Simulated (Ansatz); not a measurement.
# AlCl2HO: the cost of one run

Program: Ansatz 0.2.0. Level of theory: RKS PBE0-D4/STO-3G. These are calculated values, not measurements.

## 1. Starting point

Bond lengths: Al1–O2 1.780 Å, O2–H3 1.010 Å, Al1–Cl4 2.230 Å, Al1–Cl5 2.230 Å. Angles: Al1–O2–H3 109.5°, O2–Al1–Cl4 120.0°, O2–Al1–Cl5 120.0°, Cl4–Al1–Cl5 120.0°.

Coordinates:

```xyz
5

Al    0.0000    0.0000    0.0000
O     0.0000    0.0000    1.7800
H    -0.9095   -0.2814    2.1171
Cl    1.9312    0.0000   -1.1150
Cl   -1.9312    0.0000   -1.1150
```

## 2. Relaxing the start

input.yaml

```yaml
crystal:
  periodic: [false, false, false]
  atoms:
    - { symbol: Al, position_ang: [0.0, 0.0, 0.0] }
    - { symbol: O, position_ang: [0.0, 0.0, 1.78] }
    - { symbol: H, position_ang: [-0.9095, -0.2814, 2.1171] }
    - { symbol: Cl, position_ang: [1.9312, 0.0, -1.115] }
    - { symbol: Cl, position_ang: [-1.9312, 0.0, -1.115] }
basis:
  gaussian: { orbitals: STO-3G }
hamiltonian:
  xc: pbe0
  dispersion: d4
relax:
  f_tol: 0.02
  max_steps: 40
output:
  orbitals: {}
```

Launch:

```sh
ansatz run input.yaml --threads 1 --pin off --max-ram 2048MiB --backend cpu --events-out ev --progress --plain --runs-dir out
```

**Question.** How long does this run take on 1 thread of Arm Neoverse V2, shared host, and how much memory does it need?

About 9.9 s, with a peak of 0.12 GiB.
